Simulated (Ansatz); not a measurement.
# BrH2NSi, SMILES N[Si]Br: energies of removing a hydrogen

Program: the Python package of Ansatz (0.2.0).

`bde.py`:
```python
"""Cost of removing each kind of hydrogen from BrH2NSi, fragments frozen."""

import ansatz


def single_point(molecule, charge=0, unpaired=0):
    calc = (
        molecule.calculation()
        .basis(gaussian="def2-SVP")
        .functional("r2scan0")
    )
    if charge:
        calc = calc.charge(charge)
    if unpaired:
        calc = calc.spin("collinear", total=unpaired)
    return calc.run(threads=1).report["free_energy_ev"]

GEOMETRY = """
N    -0.75240    0.29570   -0.28360
Si   -0.31180   -0.70050    0.96100
Br    1.85030   -0.85710    0.71240
H    -0.23290    1.23960   -0.22180
H    -0.50330   -0.05130   -1.20940
"""

def without(molecule, index):
    rest = ansatz.Crystal.molecule()
    for i, site in enumerate(molecule.cartesian_sites):
        if i != index:
            rest = rest.atom(site.symbol, site.position_ang)
    return rest


def main() -> None:
    geometry = ansatz.Crystal.molecule()
    for line in GEOMETRY.strip().splitlines():
        symbol, *xyz = line.split()
        geometry = geometry.atom(symbol, [float(v) for v in xyz])

    whole = single_point(geometry, 0)
    hydrogen = single_point(ansatz.Crystal.molecule().atom("H", (0, 0, 0)), 0, 1)
    print(f"E(molecule) = {whole:.5f} eV, E(H) = {hydrogen:.5f} eV")
    for index in [4]:
        radical = single_point(without(geometry, index), 0, 1)
        print(f"H{index}: homolysis {23.060548 * (radical + hydrogen - whole):.1f} kcal/mol")


if __name__ == "__main__":
    main()
```

`python bde.py` gives:
```text
E(molecule) = -79432.34580 eV, E(H) = -13.58464 eV
H4: homolysis 97.7 kcal/mol
```

The settings weren't tested for convergence. The geometry is a force-field or estimated start, not a minimum of this method, and the basis set is short of its limit. All parts are taken at fixed geometry, without zero-point energy. The expectation value of S² is noticeably off S(S+1) in at least one run, so that state is spin-contaminated. The spin-orbit lowering of heavy atoms is left out. Run time: 26 s on 1 thread of Arm Neoverse N1, with other jobs on the host, peak memory 0.27 GiB.
